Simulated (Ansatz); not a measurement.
A run of Ansatz 0.2.0:

input.yaml

```yaml
crystal:
  lattice:
    - [4.438, 0.0, 0.0]
    - [0.0, 4.438, 0.0]
    - [0.0, 0.0, 4.438]
  atoms:
    - { symbol: Co, position: [0.86, 0.64, 0.36], spin: 1.5 }
    - { symbol: Co, position: [0.64, 0.36, 0.86], spin: 1.5 }
    - { symbol: Co, position: [0.36, 0.86, 0.64], spin: 1.5 }
    - { symbol: Co, position: [0.14, 0.14, 0.14], spin: 1.5 }
    - { symbol: Si, position: [0.157, 0.343, 0.657] }
    - { symbol: Si, position: [0.343, 0.657, 0.157] }
    - { symbol: Si, position: [0.657, 0.157, 0.343] }
    - { symbol: Si, position: [0.843, 0.843, 0.843] }
hamiltonian:
  xc: pbesol
  pseudopotentials: { kind: paw }
magnetization:
  spin_polarized: true
  initial_magnetization: 6.0
  spin_locking: { lock_magnetization: hard }
kpoints:
  mp_grid: { grid: [5, 5, 5] }
scf:
  occupations: { method: fermi_dirac, width: 0.05 }
  lower_state_search: "off"
output:
  forces: true
  stress: true
  eigenvalues: true
```

Potentials or basis: Ansatz PAW.

Command:

```console
$ ansatz run input.yaml --threads 4 --pin off --max-ram 11264MiB --backend cpu --events-out ev --progress --plain --runs-dir out
```

Hardware: 4 threads of Arm Neoverse V2, with other jobs on the host.

Task: How long does it take, and how much memory?

Result: Run time: 3.1 s on 4 threads of Arm Neoverse V2, with other jobs on the host, peak memory 0.41 GiB. Counts: scf iterations 10, plane waves 1743, k points 11, bands 54.
